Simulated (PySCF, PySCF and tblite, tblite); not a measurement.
# C6H9BO2: a path driven as rotation about a bond, and NMR exchange

Aim: the barrier and rate of rotation about a bond in C6H9BO2 (`C=C=C=CB(OC)OC`), and what it does to NMR lines.

Programs: PySCF 2.14.0 with density-fitted response routines of our own, and tblite 0.8.0. All values are computed, except where a source is named. Atoms count from 0 throughout.

## 1. The molecule as given

18 atoms, charge 0, multiplicity 1; geometry from: force field or distance geometry start.

Bonds of the start (Å): B4–O5 1.47, B4–O7 1.48, C0–C1 1.31, C0–H10 1.07, C0–H9 1.08, C1–C2 1.28, C2–C3 1.31, C3–B4 1.56, C3–H11 1.09, C6–H12 1.12, C6–H13 1.11, C6–H14 1.12, C8–H15 1.10, C8–H16 1.11, C8–H17 1.12, O5–C6 1.41, O7–C8 1.42.

## 2. GFN2-xTB relaxation, start minimum

The job: settings as JSON, then the geometry in Å.

```
{"job": {"xc": "GFN2-xTB", "basis": "xTB", "kind": "relax"}, "charge": 0, "multiplicity": 1}
C      3.626600    -1.247000    -1.119500
C      2.623400    -0.774500    -0.421300
C      1.662200    -0.325400     0.286600
C      0.658300     0.149100     0.979700
B     -0.762500     0.313200     0.359900
O     -1.869600     0.854900     1.163300
C     -1.893200     2.257600     1.007300
O     -0.995800    -0.044900    -1.052200
C     -1.438100    -1.388800    -1.106400
H      3.415800    -1.826300    -2.004500
H      4.634600    -1.051000    -0.817300
H      0.815100     0.412100     2.023900
H     -2.732600     2.657900     1.632900
H     -2.088200     2.546200    -0.049000
H     -0.959300     2.737800     1.384300
H     -1.627300    -1.652200    -2.156400
H     -0.669500    -2.086100    -0.716400
H     -2.408800    -1.526200    -0.565100
```

On the command line:

```console
$ OMP_NUM_THREADS=1 python ens_run.py task.json out
```

The driver reads the study from task.json and runs its stages one after another.

The log of the run:

```text
step      E/eV     max force
  0    -726.68573    2.196
  1    -726.81957    3.927
  2    -726.95060    1.389
  3    -726.99741    0.648
  4    -727.02678    0.413
  5    -727.05469    0.424
  6    -727.08456    0.364
  7    -727.10978    0.383
  8    -727.13302    0.370
  9    -727.15305    0.337
 10    -727.17349    0.353
 11    -727.19514    0.421
 12    -727.22245    0.421
 13    -727.25880    0.462
 14    -727.29839    0.507
 15    -727.32939    0.394
 16    -727.34799    0.341
 17    -727.36031    0.289
 18    -727.37297    0.298
 19    -727.38642    0.286
 20    -727.40161    0.384
 21    -727.42105    0.440
 22    -727.45019    0.463
 23    -727.48636    0.643
 24    -727.54173    0.587
 25    -727.59486    0.670
 26    -727.63953    0.523
 27    -727.66124    0.486
 28    -727.69237    0.406
 29    -727.72138    0.352
 30    -727.74122    0.445
 31    -727.76537    0.401
 32    -727.79032    0.408
 33    -727.82054    0.449
 34    -727.84512    0.574
 35    -727.86594    0.374
 36    -727.88349    0.276
 37    -727.90527    0.313
 38    -727.92247    0.320
 39    -727.94696    0.316
 40    -727.96696    0.376
 41    -727.99037    0.395
 42    -728.01616    0.495
 43    -728.03913    0.460
 44    -728.05929    0.407
 45    -728.07557    0.365
 46    -728.09106    0.255
 47    -728.10143    0.224
 48    -728.10808    0.196
 49    -728.11269    0.181
 50    -728.11848    0.154
 51    -728.12607    0.271
 52    -728.13422    0.306
 53    -728.14111    0.214
 54    -728.14714    0.254
 55    -728.15352    0.251
 56    -728.16020    0.265
 57    -728.16651    0.256
 58    -728.17147    0.148
 59    -728.17584    0.152
 60    -728.17958    0.140
 61    -728.18222    0.097
 62    -728.18390    0.095
 63    -728.18511    0.079
 64    -728.18604    0.067
 65    -728.18675    0.098
 66    -728.18722    0.147
 67    -728.18761    0.075
 68    -728.18792    0.053
 69    -728.18854    0.046
 70    -728.18893    0.064
 71    -728.18952    0.046
 72    -728.18993    0.038
 73    -728.19026    0.037
 74    -728.19062    0.046
 75    -728.19109    0.058
 76    -728.19159    0.057
 77    -728.19206    0.051
 78    -728.19252    0.055
 79    -728.19305    0.063
 80    -728.19370    0.065
 81    -728.19440    0.060
 82    -728.19500    0.049
 83    -728.19548    0.052
 84    -728.19594    0.051
 85    -728.19639    0.048
 86    -728.19679    0.046
 87    -728.19718    0.043
 88    -728.19764    0.050
 89    -728.19837    0.058
 90    -728.19944    0.069
 91    -728.20068    0.080
 92    -728.20171    0.069
 93    -728.20246    0.064
 94    -728.20299    0.052
 95    -728.20338    0.041
 96    -728.20368    0.039
 97    -728.20393    0.043
 98    -728.20425    0.057
 99    -728.20475    0.059
100    -728.20540    0.053
101    -728.20608    0.060
102    -728.20672    0.058
103    -728.20746    0.081
104    -728.20840    0.084
105    -728.20939    0.070
106    -728.21014    0.054
107    -728.21063    0.052
108    -728.21101    0.049
109    -728.21136    0.059
110    -728.21165    0.047
111    -728.21189    0.047
112    -728.21218    0.042
113    -728.21259    0.066
114    -728.21308    0.056
115    -728.21358    0.062
116    -728.21406    0.062
117    -728.21469    0.062
118    -728.21552    0.083
119    -728.21641    0.069
120    -728.21699    0.052
121    -728.21731    0.045
122    -728.21753    0.037
123    -728.21778    0.044
124    -728.21802    0.038
125    -728.21831    0.042
126    -728.21873    0.058
127    -728.21936    0.091
128    -728.22023    0.085
129    -728.22120    0.088
130    -728.22210    0.150
131    -728.22280    0.179
132    -728.22350    0.063
133    -728.22409    0.062
134    -728.22462    0.066
135    -728.22505    0.111
136    -728.22545    0.066
137    -728.22597    0.064
138    -728.22684    0.073
139    -728.22778    0.091
140    -728.22922    0.087
141    -728.23079    0.132
142    -728.23219    0.117
143    -728.23348    0.141
144    -728.23536    0.092
145    -728.23727    0.088
146    -728.23943    0.106
147    -728.24199    0.142
148    -728.24405    0.225
149    -728.24614    0.189
150    -728.24822    0.194
151    -728.24979    0.124
152    -728.25089    0.092
153    -728.25177    0.068
154    -728.25226    0.052
155    -728.25272    0.062
156    -728.25324    0.066
157    -728.25363    0.057
158    -728.25385    0.055
159    -728.25410    0.050
160    -728.25438    0.037
161    -728.25461    0.040
162    -728.25489    0.043
163    -728.25515    0.040
164    -728.25540    0.035
165    -728.25561    0.043
166    -728.25584    0.040
167    -728.25609    0.047
168    -728.25629    0.030
169    -728.25645    0.042
170    -728.25665    0.034
171    -728.25692    0.053
172    -728.25714    0.056
173    -728.25731    0.022
174    -728.25741    0.021
175    -728.25749    0.023
176    -728.25760    0.030
177    -728.25771    0.026
178    -728.25779    0.019
179    -728.25785    0.016
180    -728.25789    0.015
181    -728.25793    0.013
182    -728.25795    0.012
183    -728.25797    0.009
184    -728.25798    0.008
185    -728.25798    0.007
186    -728.25799    0.005
187    -728.25800    0.004
188    -728.25800    0.005
189    -728.25801    0.005
190    -728.25801    0.006
191    -728.25802    0.006
192    -728.25802    0.005
193    -728.25803    0.005
194    -728.25803    0.006
195    -728.25804    0.007
196    -728.25805    0.007
197    -728.25806    0.009
198    -728.25807    0.010
199    -728.25808    0.010
200    -728.25810    0.012
201    -728.25813    0.015
202    -728.25816    0.014
203    -728.25819    0.015
204    -728.25823    0.018
205    -728.25827    0.016
206    -728.25831    0.013
207    -728.25833    0.012
208    -728.25836    0.013
209    -728.25838    0.015
210    -728.25840    0.014
211    -728.25842    0.012
212    -728.25843    0.009
213    -728.25845    0.010
214    -728.25846    0.011
215    -728.25848    0.010
216    -728.25849    0.007
217    -728.25850    0.004
218    -728.25850    0.004
219    -728.25850    0.002
```

It took 1.4 s on 1 thread of Intel Xeon Platinum 8488C, shared host.

Gain 1.573 eV; displacement 1.03 Å root mean square.

## 3. Relaxed scan, rotation

The job: settings as JSON, then the geometry in Å.

```
{"job": {"xc": "GFN2-xTB", "basis": "xTB", "coordinate": [["t", [3, 4, 5, 6], 0.5], ["t", [7, 4, 5, 6], 0.5]], "kind": "drive"}, "charge": 0, "multiplicity": 1}
C      3.248863    -2.069921    -1.058218
C      2.505315    -1.176004    -0.456009
C      1.777817    -0.322412     0.116101
C      1.016732     0.568116     0.713878
B     -0.525048     0.781199     0.505217
O     -1.072650     1.766696     1.260216
C     -2.442734     2.086299     1.200307
O     -1.341022     0.095435    -0.342254
C     -0.926759    -0.935806    -1.198592
H      2.834156    -2.756415    -1.780811
H      4.305280    -2.156085    -0.856224
H      1.490204     1.230120     1.430707
H     -3.023905     1.362142     1.777314
H     -2.802782     2.078887     0.169524
H     -2.567066     3.080073     1.632520
H     -0.165110    -0.583196    -1.898994
H     -0.514287    -1.774095    -0.631180
H     -1.805763    -1.268716    -1.753424
```

The log of the run:

```text
point  coordinate     E/eV
  0    -75.200     -728.22529
  1    -60.600     -728.13451
  2    -45.800     -728.00785
  3    -30.700     -727.88811
  4    -15.300     -727.78379
  5      0.300     -727.73888
  6     15.900     -727.76451
  7     31.200     -727.84345
  8     46.100     -727.92814
  9     60.900     -727.99684
 10     75.600     -728.04032
 11     90.400     -728.05668
```

It took 2.9 s on 1 thread of Intel Xeon Platinum 8488C, shared host.

The highest point is number 5, 11.2 kcal/mol above the first.

## 4. Nudged elastic band, leg 1

The job, as its differences from that of step 3:

```diff
@@ -1,2 +1,2 @@
-{"job": {"xc": "GFN2-xTB", "basis": "xTB", "coordinate": [["t", [3, 4, 5, 6], 0.5], ["t", [7, 4, 5, 6], 0.5]], "kind": "drive"}, "charge": 0, "multiplicity": 1}
+{"job": {"xc": "GFN2-xTB", "basis": "xTB", "kind": "neb"}, "charge": 0, "multiplicity": 1}
 C      3.248863    -2.069921    -1.058218
```

The log of the run:

```text
image   E - E0 / eV
  0       0.0000
  1       0.0540
  2       0.2916
  3       0.5189
  4       0.3045
  5       0.2030
  6       0.1744
```

It took 4.7 s on 1 thread of Intel Xeon Platinum 8488C, shared host; peak memory 0.2 GiB.

The highest point is number 3, 12.0 kcal/mol above the first.

## 5. Saddle search, leg 1

The job: settings as JSON, then the geometry in Å.

```
{"job": {"xc": "GFN2-xTB", "basis": "xTB", "kind": "saddle"}, "charge": 0, "multiplicity": 1}
C      3.215489    -2.022887    -0.751492
C      2.381368    -1.165283    -0.218405
C      1.559673    -0.346652     0.271843
C      0.682531     0.510285     0.749837
B     -0.722207     0.838800     0.106921
O     -1.388550     1.985544     0.481967
C     -2.246354     2.136476     1.577252
O     -1.315569     0.129823    -0.872990
C     -0.804786    -1.006637    -1.519096
H      2.956894    -2.579562    -1.640059
H      4.191105    -2.207078    -0.329466
H      0.967178     1.076623     1.631015
H     -1.808618     1.729859     2.497070
H     -3.201582     1.630440     1.391856
H     -2.428145     3.204400     1.709605
H      0.008520    -0.730744    -2.194505
H     -0.425818    -1.735231    -0.797906
H     -1.621128    -1.448175    -2.093447
```

The log of the run:

```text
step      E/eV     max force
  0    -727.73959   0.0207
  1    -727.74199   0.1169
  2    -727.74061   0.0371
  3    -727.74188   0.0087
  4    -727.74298   0.0584
  5    -727.74251   0.0132
  6    -727.74295   0.0054
  7    -727.74340   0.0211
  8    -727.74317   0.0047
  9    -727.74342   0.0081
 10    -727.74363   0.0100
 11    -727.74390   0.0042
 12    -727.74422   0.0060
 13    -727.74454   0.0061
 14    -727.74484   0.0061
 15    -727.74513   0.0061
 16    -727.74541   0.0041
 17    -727.74577   0.0090
 18    -727.74612   0.0112
 19    -727.74644   0.0114
 20    -727.74674   0.0105
 21    -727.74712   0.0110
 22    -727.74745   0.0205
 23    -727.74775   0.0189
 24    -727.74805   0.0361
 25    -727.74826   0.0317
 26    -727.74846   0.0315
 27    -727.74850   0.0195
 28    -727.74852   0.0227
 29    -727.74855   0.0014
lowest wavenumbers (cm-1): -177.0 23.7 80.2 110.4 122.9 130.1
```

It took 7.5 s on 1 thread of Intel Xeon Platinum 8488C, shared host; peak memory 0.2 GiB.

Point group C1; 1 imaginary mode, 177i cm⁻¹, carried by O5, C6, H12, H13. Steps downhill from it reached both ends.

## 6. Shieldings, start: PBE0/pcSseg-1

The job: settings as JSON, then the geometry in Å.

```
{"job": {"kind": "nmr", "xc": "PBE0", "basis": "pcSseg-1", "pop": false}, "charge": 0, "multiplicity": 1}
C      3.248863    -2.069921    -1.058218
C      2.505315    -1.176004    -0.456009
C      1.777817    -0.322412     0.116101
C      1.016732     0.568116     0.713878
B     -0.525048     0.781199     0.505217
O     -1.072650     1.766696     1.260216
C     -2.442734     2.086299     1.200307
O     -1.341022     0.095435    -0.342254
C     -0.926759    -0.935806    -1.198592
H      2.834156    -2.756415    -1.780811
H      4.305280    -2.156085    -0.856224
H      1.490204     1.230120     1.430707
H     -3.023905     1.362142     1.777314
H     -2.802782     2.078887     0.169524
H     -2.567066     3.080073     1.632520
H     -0.165110    -0.583196    -1.898994
H     -0.514287    -1.774095    -0.631180
H     -1.805763    -1.268716    -1.753424
```

The log of the run:

```text
coarse grid: 15360 points
cycle   1  E = -408.6340061976  dE =  1.305e+00  |g| = 7.631e-01  |ddm| = 4.141e+00
cycle   2  E = -408.5223277388  dE =  1.117e-01  |g| = 1.100e+00  |ddm| = 1.486e+00
cycle   3  E = -408.7435491613  dE = -2.212e-01  |g| = 1.091e-01  |ddm| = 8.959e-01
cycle   4  E = -408.7455304482  dE = -1.981e-03  |g| = 5.936e-02  |ddm| = 1.313e-01
cycle   5  E = -408.7463358512  dE = -8.054e-04  |g| = 2.789e-02  |ddm| = 7.222e-02
cycle   6  E = -408.7465613025  dE = -2.255e-04  |g| = 4.345e-03  |ddm| = 2.572e-02
cycle   7  E = -408.7465649836  dE = -3.681e-06  |g| = 2.196e-03  |ddm| = 5.421e-03
final grid: 149224 points
cycle   8  E = -408.8205797763  dE = -3.332e-05  |g| = 1.291e-02  |ddm| = 7.561e-02
cycle   9  E = -408.8205468357  dE =  3.294e-05  |g| = 1.865e-02  |ddm| = 1.997e-02
cycle  10  E = -408.8206121639  dE = -6.533e-05  |g| = 2.086e-03  |ddm| = 1.237e-02
cycle  11  E = -408.8206131186  dE = -9.547e-07  |g| = 4.430e-04  |ddm| = 1.634e-03
cycle  12  E = -408.8206131641  dE = -4.547e-08  |g| = 1.883e-04  |ddm| = 5.329e-04
cycle  13  E = -408.8206131734  dE = -9.364e-09  |g| = 7.038e-05  |ddm| = 1.925e-04
cycle  14  E = -408.8206131746  dE = -1.150e-09  |g| = 1.982e-05  |ddm| = 7.036e-05
cycle  15  E = -408.8206131747  dE = -9.152e-11  |g| = 3.880e-06  |ddm| = 2.190e-05
converged SCF energy = -408.8206131747

GIAO shielding tensors (ppm)
atom      isotropic    diamagn.    paramagn.     s11        s22        s33       span
  0 C       78.532     267.769    -189.237      9.997     54.190    171.409    161.411
  1 C       -4.469     259.622    -264.091    -30.552    -10.917     28.062     58.614
  2 C      -14.407     251.517    -265.924    -36.343    -14.208      7.331     43.674
  3 C       67.515     268.114    -200.600     -2.013     37.465    167.093    169.106
  4 B       78.628     196.652    -118.024     65.568     79.794     90.523     24.955
  5 O      224.139     395.912    -171.773     89.544    252.505    330.368    240.824
  6 C      133.518     241.978    -108.459    106.286    113.212    181.058     74.772
  7 O      234.627     396.104    -161.477     93.331    270.243    340.308    246.977
  8 C      129.786     246.733    -116.947    105.858    107.507    175.994     70.136
  9 H       25.879      34.216      -8.337     24.284     25.212     28.141      3.858
 10 H       25.824      27.362      -1.538     24.198     24.852     28.423      4.225
 11 H       25.314      31.011      -5.697     22.918     25.229     27.794      4.875
 12 H       27.995      28.301      -0.306     24.273     25.713     33.998      9.724
 13 H       27.587      29.062      -1.474     23.467     26.771     32.523      9.055
 14 H       27.966      26.743       1.223     23.792     26.265     33.841     10.049
 15 H       27.483      32.323      -4.839     23.795     26.154     32.501      8.707
 16 H       27.456      32.477      -5.021     23.711     26.129     32.529      8.818
 17 H       27.713      29.618      -1.905     23.358     26.555     33.226      9.868
```

It took 30 s on 1 thread of Intel Xeon Platinum 8488C, shared host; peak memory 0.87 GiB.

Key values: HOMO -7.09 eV, LUMO -1.94 eV; dipole 1.63 D.

## 7. Shieldings, saddle of leg 1: PBE0/pcSseg-1

The job: settings as JSON, then the geometry in Å.

```
{"job": {"kind": "nmr", "xc": "PBE0", "basis": "pcSseg-1", "pop": false}, "charge": 0, "multiplicity": 1}
C      3.133393    -2.172220    -0.505227
C      2.347824    -1.175643    -0.181429
C      1.583453    -0.221805     0.121102
C      0.772571     0.763341     0.442704
B     -0.743935     0.902948     0.029715
O     -1.479468     1.949520     0.543631
C     -2.224896     1.954700     1.727347
O     -1.382725     0.132471    -0.873032
C     -0.815568    -0.892303    -1.647428
H      2.786228    -2.989693    -1.119117
H      4.158665    -2.215981    -0.171619
H      1.176099     1.552786     1.068924
H     -1.593012     1.737714     2.598310
H     -3.033864     1.216152     1.689153
H     -2.655351     2.951166     1.838460
H      0.106666    -0.560516    -2.130004
H     -0.587976    -1.761552    -1.024707
H     -1.548106    -1.171083    -2.406781
```

The log of the run:

```text
coarse grid: 15360 points
cycle   1  E = -408.6081009984  dE =  1.306e+00  |g| = 7.955e-01  |ddm| = 4.157e+00
cycle   2  E = -408.4732275330  dE =  1.349e-01  |g| = 1.177e+00  |ddm| = 1.780e+00
cycle   3  E = -408.7271644946  dE = -2.539e-01  |g| = 1.047e-01  |ddm| = 1.181e+00
cycle   4  E = -408.7291805101  dE = -2.016e-03  |g| = 4.811e-02  |ddm| = 1.217e-01
cycle   5  E = -408.7295967965  dE = -4.163e-04  |g| = 2.909e-02  |ddm| = 6.910e-02
cycle   6  E = -408.7298461167  dE = -2.493e-04  |g| = 4.788e-03  |ddm| = 2.930e-02
cycle   7  E = -408.7298509563  dE = -4.840e-06  |g| = 2.019e-03  |ddm| = 4.721e-03
final grid: 149224 points
cycle   8  E = -408.8032460509  dE = -3.228e-05  |g| = 1.293e-02  |ddm| = 7.712e-02
cycle   9  E = -408.8032123363  dE =  3.371e-05  |g| = 1.890e-02  |ddm| = 2.085e-02
cycle  10  E = -408.8032778416  dE = -6.551e-05  |g| = 1.992e-03  |ddm| = 1.267e-02
cycle  11  E = -408.8032787057  dE = -8.641e-07  |g| = 4.806e-04  |ddm| = 1.717e-03
cycle  12  E = -408.8032787635  dE = -5.778e-08  |g| = 2.012e-04  |ddm| = 6.368e-04
cycle  13  E = -408.8032787749  dE = -1.147e-08  |g| = 5.697e-05  |ddm| = 2.089e-04
cycle  14  E = -408.8032787756  dE = -6.877e-10  |g| = 1.828e-05  |ddm| = 5.978e-05
converged SCF energy = -408.8032787756

GIAO shielding tensors (ppm)
atom      isotropic    diamagn.    paramagn.     s11        s22        s33       span
  0 C       75.905     266.802    -190.897      7.243     49.037    171.434    164.191
  1 C       -4.527     259.565    -264.093    -30.260    -12.356     29.033     59.292
  2 C      -18.306     251.349    -269.655    -40.285    -22.865      8.231     48.517
  3 C       68.351     269.804    -201.453     -0.977     38.955    167.076    168.053
  4 B       76.751     197.216    -120.465     65.667     76.083     88.502     22.836
  5 O      269.687     398.544    -128.857    191.928    247.585    369.549    177.622
  6 C      131.606     241.126    -109.520    103.522    108.571    182.724     79.203
  7 O      201.353     394.143    -192.790     29.211    248.160    326.688    297.477
  8 C      130.025     246.716    -116.691    106.706    107.885    175.484     68.777
  9 H       25.760      33.355      -7.595     24.227     25.075     27.977      3.750
 10 H       25.719      27.777      -2.058     24.159     24.771     28.227      4.068
 11 H       25.302      32.099      -6.797     23.085     25.175     27.645      4.560
 12 H       27.756      29.268      -1.512     23.630     26.057     33.581      9.952
 13 H       27.743      28.449      -0.707     23.370     26.088     33.770     10.400
 14 H       27.605      26.513       1.091     23.955     25.398     33.461      9.505
 15 H       27.506      31.781      -4.275     23.932     26.778     31.808      7.876
 16 H       27.592      32.327      -4.734     24.035     26.065     32.676      8.641
 17 H       27.723      28.991      -1.268     23.331     26.548     33.291      9.961
```

It took 29 s on 1 thread of Intel Xeon Platinum 8488C, shared host; peak memory 0.86 GiB.

In short: HOMO -7.18 eV, LUMO -2.15 eV; dipole 2.03 D.

(Part 1 of 2 ends here.)
